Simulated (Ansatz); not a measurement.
The system is Ba2Tl5V3O12.

```
Ba V Tl O
1.0
     6.65272    0.04946    0.02017
     2.86070    8.36464    0.00384
     2.68279    2.46936    9.19569
Ba V Tl O
2 3 5 12
Direct
  0.80419 0.04665 0.02264
  0.21205 0.95157 0.34012
  0.74540 0.70796 0.33582
  0.25963 0.26599 0.03225
  0.04074 0.07695 0.66106
  0.25636 0.39847 0.35003
  0.58966 0.34866 0.60553
  0.57327 0.88069 0.66842
  0.74552 0.49664 0.11648
  0.11891 0.64206 0.74303
  0.28433 0.09717 0.54175
  0.85350 0.49575 0.34386
  0.40255 0.20448 0.17282
  0.88414 0.05377 0.55967
  0.14017 0.47956 0.98899
  0.54627 0.73631 0.48712
  0.90594 0.24279 0.73262
  0.61543 0.80058 0.18857
  0.05538 0.16451 0.10164
  0.08209 0.90404 0.80708
  0.44178 0.20123 0.89187
  0.94269 0.80417 0.30862
```

The cell was built by a generator and needn't be a form met in nature.

Base run:

- Program: Ansatz 0.2.0
- Functional: RPBE
- Potentials or basis: all-electron LAPW, scalar-relativistic
- Cutoff: 492 eV
- Density cutoff: 1969 eV
- Basis error allowed: 0.003 eV/atom
- k mesh: 4 × 3 × 2
- Occupations: fermi-dirac, width 0.05 eV
- Spin: collinear spin, ferromagnetic start
- Starting moments: [0.0, 0.0, 2.0, 2.0, 2.0, 0.0, 0.0, 0.0, 0.0, 0.0, 0.0, 0.0, 0.0, 0.0, 0.0, 0.0, 0.0, 0.0, 0.0, 0.0, 0.0, 0.0] μB

Its results: band gap on the k mesh 2.99 eV, indirect (least direct gap 3.11 eV); pressure 2.1 GPa; net moment 0.00 μB per cell; largest force 0.234 eV/Å.

Question: After a change of settings the same cell gave: band gap on the k mesh 2.97 eV, indirect (least direct gap 3.10 eV); pressure 1.6 GPa; net moment 0.00 μB per cell; largest force 0.166 eV/Å. Which change was it?
A. functional from RPBE to revPBE
B. functional from RPBE to PBE; k mesh from 4 × 3 × 2 to 5 × 4 × 3
C. functional from RPBE to PBE; hubbard terms from none to V d U = 3 eV
D. functional from RPBE to PBEsol

Answer: A.

Caveats: spin-orbit coupling is left out, which as a rule narrows the gap of such compounds by several tenths of an eV.

Not every run made on this cell is shown here.
